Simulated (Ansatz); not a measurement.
**WSi2 (Si2W-type): how the settings move a single-point run**

Question: which choices in the input matter for WSi2 (Si2W-type)?

Method: reference: DFT PBE, spin-orbit coupling, plane waves, PAW, in Ansatz 0.2.0.

## (1) The structure to begin with

Symmetry: I4/mmm, No. 139, tetragonal system. The conventional cell has a = 3.229 Å, b = 3.229 Å, c = 7.865 Å, α = 90.00°, β = 90.00°, γ = 90.00°. Si (site symmetry 4mm) has 5 Si at 2.60 to 2.64 Å and 5 W at 2.63 Å in its first shell of neighbours. W (site symmetry 4/mmm) has 10 Si at 2.63 Å in its first shell of neighbours.

As a file:

```xyz
3
Lattice="-1.6145 1.6145 3.9327 1.6145 -1.6145 3.9327 1.6145 1.6145 -3.9327" Properties=species:S:1:pos:R:3 pbc="T T T"
Si    0.0000    0.0000    2.6309
Si    0.0000    0.0000    5.2344
W     0.0000    0.0000    0.0000
```

## (2) Baseline

Contents of input.yaml:

```yaml
crystal:
  lattice:
    - [-1.6144971573, 1.6144971573, 3.9326574489]
    - [1.6144971573, -1.6144971573, 3.9326574489]
    - [1.6144971573, 1.6144971573, -3.9326574489]
  atoms:
    - { symbol: Si, position: [0.3344905554, 0.3344905554, 0.0] }
    - { symbol: Si, position: [0.6655094446, 0.6655094446, 0.0] }
    - { symbol: W, position: [0.0, 0.0, 0.0] }
basis:
  ecutwfc: 420
  ecutrho_ratio: 4
kpoints:
  mp_grid: { grid: [14, 14, 14] }
  band_path:
    path:
      - [[0.0, 0.0, 0.0], [0.0, 0.0, 0.5], [0.25, 0.25, 0.25], [0.0, 0.5, 0.0], [0.0, 0.0, 0.0], [0.5, 0.5, -0.5], [0.29213494, 0.70786506, -0.29213494]]
      - [[-0.29213494, 0.29213494, 0.29213494], [0.0, 0.0, 0.0]]
      - [[0.0, 0.0, 0.5], [-0.08426987, 0.08426987, 0.5]]
      - [[0.5, 0.5, -0.08426987], [0.5, 0.5, -0.5]]
    npoints: 10
hamiltonian:
  xc: pbe
scf:
  occupations: { method: gaussian, width: 0.05 }
  n_extra_bands: 24
output:
  forces: true
  stress: true
  eigenvalues: true
  populations: true
  dos: { projected: true, de: 0.02, nscf_kmesh: { grid: [21, 21, 21] } }
  bader: false
  write_density: true
  write_potential: true
  elf: true
  volumetric_format: npy
magnetization:
  noncollinear: true
  spin_orbit: true
checkpoint:
  read: start.run
  write: ck
  compress: false
  write_wavefunctions: false
  write_every: 100000
```

Command:

```sh
> ansatz run input.yaml --threads 4 --pin off --max-ram 7168MiB --backend cpu --events-out ev --progress --plain --runs-dir out
```

## (3) Changing settings: ecutrho_ratio 6

Contents of input.yaml:

```yaml
crystal:
  lattice:
    - [-1.6144971573, 1.6144971573, 3.9326574489]
    - [1.6144971573, -1.6144971573, 3.9326574489]
    - [1.6144971573, 1.6144971573, -3.9326574489]
  atoms:
    - { symbol: Si, position: [0.3344905554, 0.3344905554, 0.0] }
    - { symbol: Si, position: [0.6655094446, 0.6655094446, 0.0] }
    - { symbol: W, position: [0.0, 0.0, 0.0] }
basis:
  ecutwfc: 420
  ecutrho_ratio: 6
kpoints:
  mp_grid: { grid: [14, 14, 14] }
hamiltonian:
  xc: pbe
scf:
  occupations: { method: gaussian, width: 0.05 }
output:
  forces: true
  stress: true
  write_density: true
  write_potential: true
  elf: true
  volumetric_format: npy
magnetization:
  noncollinear: true
  spin_orbit: true
```

## (4) Variant: n_extra_bands 16

Contents of input.yaml:

```yaml
crystal:
  lattice:
    - [-1.6144971573, 1.6144971573, 3.9326574489]
    - [1.6144971573, -1.6144971573, 3.9326574489]
    - [1.6144971573, 1.6144971573, -3.9326574489]
  atoms:
    - { symbol: Si, position: [0.3344905554, 0.3344905554, 0.0] }
    - { symbol: Si, position: [0.6655094446, 0.6655094446, 0.0] }
    - { symbol: W, position: [0.0, 0.0, 0.0] }
basis:
  ecutwfc: 420
  ecutrho_ratio: 4
kpoints:
  mp_grid: { grid: [14, 14, 14] }
hamiltonian:
  xc: pbe
scf:
  occupations: { method: gaussian, width: 0.05 }
  n_extra_bands: 16
output:
  forces: true
  stress: true
magnetization:
  noncollinear: true
  spin_orbit: true
```

## (5) Changed: mixing.algorithm anderson, mixing.beta 0.7, mixing.ndim 4, preconditioner kerker_dos

Contents of input.yaml:

```yaml
crystal:
  lattice:
    - [-1.6144971573, 1.6144971573, 3.9326574489]
    - [1.6144971573, -1.6144971573, 3.9326574489]
    - [1.6144971573, 1.6144971573, -3.9326574489]
  atoms:
    - { symbol: Si, position: [0.3344905554, 0.3344905554, 0.0] }
    - { symbol: Si, position: [0.6655094446, 0.6655094446, 0.0] }
    - { symbol: W, position: [0.0, 0.0, 0.0] }
basis:
  ecutwfc: 420
  ecutrho_ratio: 4
kpoints:
  mp_grid: { grid: [14, 14, 14] }
hamiltonian:
  xc: pbe
scf:
  occupations: { method: gaussian, width: 0.05 }
  mixing:
    algorithm: anderson
    beta: 0.7
    ndim: 4
    preconditioner: kerker_dos
output:
  forces: true
  stress: true
magnetization:
  noncollinear: true
  spin_orbit: true
```

## (6) Variant: occupations.method methfessel_paxton, occupations.width 0.001, scf.algorithm direct_min

Contents of input.yaml:

```yaml
crystal:
  lattice:
    - [-1.6144971573, 1.6144971573, 3.9326574489]
    - [1.6144971573, -1.6144971573, 3.9326574489]
    - [1.6144971573, 1.6144971573, -3.9326574489]
  atoms:
    - { symbol: Si, position: [0.3344905554, 0.3344905554, 0.0] }
    - { symbol: Si, position: [0.6655094446, 0.6655094446, 0.0] }
    - { symbol: W, position: [0.0, 0.0, 0.0] }
basis:
  ecutwfc: 420
  ecutrho_ratio: 4
kpoints:
  mp_grid: { grid: [14, 14, 14] }
hamiltonian:
  xc: pbe
scf:
  occupations: { method: methfessel_paxton, width: 0.001 }
  algorithm: direct_min
output:
  forces: true
  stress: true
  write_density: true
  write_potential: true
  elf: true
  volumetric_format: npy
magnetization:
  noncollinear: true
  spin_orbit: true
```

## (7) Variant: hubbard.sites [{species: W, l: d, u_eff: 5.0}], hubbard.double_counting amf

Contents of input.yaml:

```yaml
crystal:
  lattice:
    - [-1.6144971573, 1.6144971573, 3.9326574489]
    - [1.6144971573, -1.6144971573, 3.9326574489]
    - [1.6144971573, 1.6144971573, -3.9326574489]
  atoms:
    - { symbol: Si, position: [0.3344905554, 0.3344905554, 0.0] }
    - { symbol: Si, position: [0.6655094446, 0.6655094446, 0.0] }
    - { symbol: W, position: [0.0, 0.0, 0.0] }
basis:
  ecutwfc: 420
  ecutrho_ratio: 4
kpoints:
  mp_grid: { grid: [14, 14, 14] }
hamiltonian:
  xc: pbe
  hubbard: { sites: [{ species: W, l: d, u_eff: 5.0 }], double_counting: amf }
scf:
  occupations: { method: gaussian, width: 0.05 }
output:
  forces: true
  stress: true
magnetization:
  noncollinear: true
  spin_orbit: true
```

**Question.** What will these runs give? Wanted: for each run, ending; energy change; pressure; gap; force.

As calculated:

```csv
run,ending,energy change,pressure (GPa),gap (eV),force (eV/Å),cycles,time
reference,converged,0,0.0,0.00,0.01,-,97 s
1: ecutrho_ratio 6,converged,0.0 meV/atom,0.0,0.00,0.01,7,20 s
2: n_extra_bands 16,converged,0.0 meV/atom,0.0,0.00,0.01,7,9.8 s
"3: mixing.algorithm anderson, mixing.beta 0.7, mixing.ndim 4, preconditioner kerker_dos",converged,0.0 meV/atom,0.0,0.00,0.01,7,9 s
"4: occupations.method methfessel_paxton, occupations.width 0.001, scf.algorithm direct_min",converged,0.0 meV/atom (σ→0),0.0,0.00,0.01,8,65 s
"5: hubbard.sites [{species: W, l: d, u_eff: 5.0}], hubbard.double_counting amf",converged,-53.1 meV/atom (Hubbard term changed: no physical gain or loss),0.9,0.00,0.22,8,21 s
```

Times don't compare one to one where runs were asked for different outputs or read a saved state (see the inputs); cycles may leave out searches for a lower state.

Residual by cycle in the longest SCF loop of each run; runs are numbered as in the table. The quantity is the density residual dr2, in eV.

```csv
cycle,reference,run 1,run 2,run 3,run 4,run 5
1,7.4e-11,1.02,1,1.02,1.02,1.02
2,2.4e-11,0.42,0.42,0.542,0.161,0.415
3,1.7e-11,0.0287,0.0282,0.0214,0.00484,0.0192
4,-,0.00113,0.00134,1.6e-4,4.6e-5,0.00121
5,-,6.2e-6,6.5e-6,5.2e-6,4.5e-7,7.9e-5
6,-,2.5e-7,2.6e-7,1.7e-7,5.4e-8,2.7e-6
7,-,6.3e-9,7.3e-9,7.6e-9,3.9e-10,2.5e-8
8,-,-,-,-,4.3e-11,1.4e-9
```

What this shows: Of the converged runs whose energies compare with the reference's, none moves it noticeably. A changed U is a change of model: its shifts are not errors of convergence.
